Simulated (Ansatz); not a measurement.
**Zr started on a Si site in alpha-quartz SiO2, 72 atoms, charge 0**

Wanted: geometry, formation energy and gap levels of the defect, compared across PBEsol and HSE06.

Method: density functional theory in Ansatz 0.2.0, PAW datasets, plane waves.

### 1 The system as built

72 atoms (23 Si, 1 Zr, 48 O); a = 9.902 Å, b = 9.902 Å, c = 10.886 Å, α = 90.00°, β = 90.00°, γ = 120.00°. All atoms were shaken off their sites by about 0.02 Å along each axis. Defect site 1: (0.265, 0.265, 0.500).

Steps to follow: (2) PBEsol relaxation at the single k point (¼, ¼, ¼), on 1 × NVIDIA H100 80GB HBM3 with 2 threads of AMD EPYC 7R13; (3) HSE06 single point at the single k point (¼, ¼, ¼), on 1 × NVIDIA H100 80GB HBM3 with 2 threads of AMD EPYC 7R13.

### 2 Relaxation of the positions (PBEsol)

Input file in.yaml:

```yaml
crystal:
  lattice:
    - [9.901639, 0.000000, 0.000000]
    - [-4.950819, 8.575071, 0.000000]
    - [0.000000, 0.000000, 10.885880]
  atoms:
    - { symbol: Si, position: [0.235303, 0.000377, 0.168730] }
    - { symbol: Si, position: [0.236935, 0.999269, 0.668605] }
    - { symbol: Si, position: [0.235806, 0.503415, 0.168253] }
    - { symbol: Si, position: [0.235438, 0.497218, 0.667138] }
    - { symbol: Si, position: [0.735785, 0.997006, 0.167315] }
    - { symbol: Si, position: [0.735151, 0.002802, 0.665830] }
    - { symbol: Si, position: [0.736522, 0.501260, 0.166016] }
    - { symbol: Si, position: [0.731954, 0.496968, 0.667980] }
    - { symbol: Si, position: [0.000807, 0.233279, 0.334910] }
    - { symbol: Si, position: [0.999687, 0.232810, 0.831491] }
    - { symbol: Si, position: [0.997728, 0.736926, 0.332471] }
    - { symbol: Si, position: [0.997669, 0.731700, 0.834866] }
    - { symbol: Si, position: [0.500532, 0.237280, 0.337270] }
    - { symbol: Si, position: [0.497399, 0.236361, 0.836694] }
    - { symbol: Si, position: [0.498523, 0.735119, 0.330462] }
    - { symbol: Si, position: [0.500893, 0.736899, 0.835460] }
    - { symbol: Si, position: [0.261549, 0.266979, 0.002625] }
    - { symbol: Si, position: [0.262081, 0.760917, 0.004919] }
    - { symbol: Si, position: [0.258619, 0.758957, 0.500447] }
    - { symbol: Si, position: [0.764474, 0.265958, 0.000303] }
    - { symbol: Si, position: [0.766427, 0.262327, 0.497302] }
    - { symbol: Si, position: [0.762418, 0.766175, 0.002073] }
    - { symbol: Si, position: [0.770543, 0.765070, 0.500021] }
    - { symbol: Zr, position: [0.267318, 0.265962, 0.498530] }
    - { symbol: O, position: [0.207997, 0.133860, 0.107569] }
    - { symbol: O, position: [0.208167, 0.134844, 0.608387] }
    - { symbol: O, position: [0.211625, 0.632669, 0.106340] }
    - { symbol: O, position: [0.204930, 0.631527, 0.605420] }
    - { symbol: O, position: [0.705546, 0.129398, 0.106423] }
    - { symbol: O, position: [0.704396, 0.131999, 0.608503] }
    - { symbol: O, position: [0.706086, 0.634678, 0.105123] }
    - { symbol: O, position: [0.706740, 0.632591, 0.607880] }
    - { symbol: O, position: [0.363822, 0.070932, 0.275226] }
    - { symbol: O, position: [0.369879, 0.075312, 0.776159] }
    - { symbol: O, position: [0.368342, 0.572426, 0.273274] }
    - { symbol: O, position: [0.367913, 0.574327, 0.770049] }
    - { symbol: O, position: [0.867772, 0.074515, 0.275625] }
    - { symbol: O, position: [0.864156, 0.071377, 0.775098] }
    - { symbol: O, position: [0.864557, 0.572169, 0.275530] }
    - { symbol: O, position: [0.865608, 0.571186, 0.775514] }
    - { symbol: O, position: [0.423262, 0.295030, 0.441636] }
    - { symbol: O, position: [0.429576, 0.297249, 0.942337] }
    - { symbol: O, position: [0.429083, 0.793766, 0.439475] }
    - { symbol: O, position: [0.425096, 0.791774, 0.939059] }
    - { symbol: O, position: [0.927490, 0.293827, 0.443115] }
    - { symbol: O, position: [0.929114, 0.288350, 0.940860] }
    - { symbol: O, position: [0.927506, 0.797553, 0.440091] }
    - { symbol: O, position: [0.930907, 0.795483, 0.940717] }
    - { symbol: O, position: [0.136517, 0.209210, 0.393361] }
    - { symbol: O, position: [0.133465, 0.207832, 0.894772] }
    - { symbol: O, position: [0.134124, 0.706457, 0.391663] }
    - { symbol: O, position: [0.134512, 0.705403, 0.894573] }
    - { symbol: O, position: [0.633157, 0.207023, 0.394392] }
    - { symbol: O, position: [0.633408, 0.204666, 0.892986] }
    - { symbol: O, position: [0.633516, 0.703770, 0.393266] }
    - { symbol: O, position: [0.631782, 0.705373, 0.892425] }
    - { symbol: O, position: [0.072572, 0.364298, 0.228170] }
    - { symbol: O, position: [0.071286, 0.369945, 0.725073] }
    - { symbol: O, position: [0.072565, 0.867139, 0.224597] }
    - { symbol: O, position: [0.070356, 0.865886, 0.725364] }
    - { symbol: O, position: [0.571648, 0.370045, 0.224074] }
    - { symbol: O, position: [0.571858, 0.365748, 0.725678] }
    - { symbol: O, position: [0.570113, 0.868062, 0.227146] }
    - { symbol: O, position: [0.573255, 0.864987, 0.724670] }
    - { symbol: O, position: [0.291018, 0.422260, 0.059599] }
    - { symbol: O, position: [0.293081, 0.428861, 0.562552] }
    - { symbol: O, position: [0.294665, 0.928255, 0.060761] }
    - { symbol: O, position: [0.292577, 0.925636, 0.561386] }
    - { symbol: O, position: [0.793825, 0.429095, 0.058929] }
    - { symbol: O, position: [0.794659, 0.424864, 0.560217] }
    - { symbol: O, position: [0.794838, 0.927333, 0.057694] }
    - { symbol: O, position: [0.791203, 0.928413, 0.557626] }
  symmetry: { detect: false }
kpoints:
  mp_grid: { grid: [1, 1, 1], shift: [0.25, 0.25, 0.25] }
hamiltonian:
  xc: pbesol
scf:
  occupations: { method: fermi_dirac, width: 0.01 }
relax:
  f_tol: 0.03
  max_steps: 80
  escape_saddle: false
  adjacent_minimum: "off"
output:
  forces: true
  eigenvalues: true
  populations: true
  write_density: true
  write_potential: true
  elf: true
  volumetric_format: npy
```

Run with:

```bash
> ansatz run in.yaml --threads 2 --pin off --max-ram 19000MiB --runs-dir r --events-out ev --progress --plain --backend cuda --devices 0, --max-vram 18GiB
```

Further steps of the session: Single point with HSE06.

**Question.** What will these runs give? Wanted: for each run, formation energy; host gap; top filled to lowest empty.

As calculated:

```
             level        time  formation energy (eV)  host gap (eV)  top filled to lowest empty (eV)
PBEsol, relaxation  14 s (GPU)                  -0.45           5.75                             6.22
             HSE06  45 s (GPU)                  -0.51           7.72                             8.14
```

```
     quantity                              value
   relaxation  6 recorded steps, 11.84 eV gained
largest shift                       0.49 Å (O41)
```

**What this shows.** The relaxation lowers the energy by 11.84 eV; the largest shift is 0.49 Å (O41). The formation energy goes from -0.45 eV (PBEsol) to -0.51 eV (HSE06). The reservoirs are the elements' reference phases; where the defect changes the composition, the value depends on that choice. HSE06 shows no level inside the gap that the count of atoms sharing it marks as tightly localised. The host's edges were read at Γ, so band-like levels at this k point need not coincide with them. One k point and a cell of this size can leave errors of several tenths of an eV.
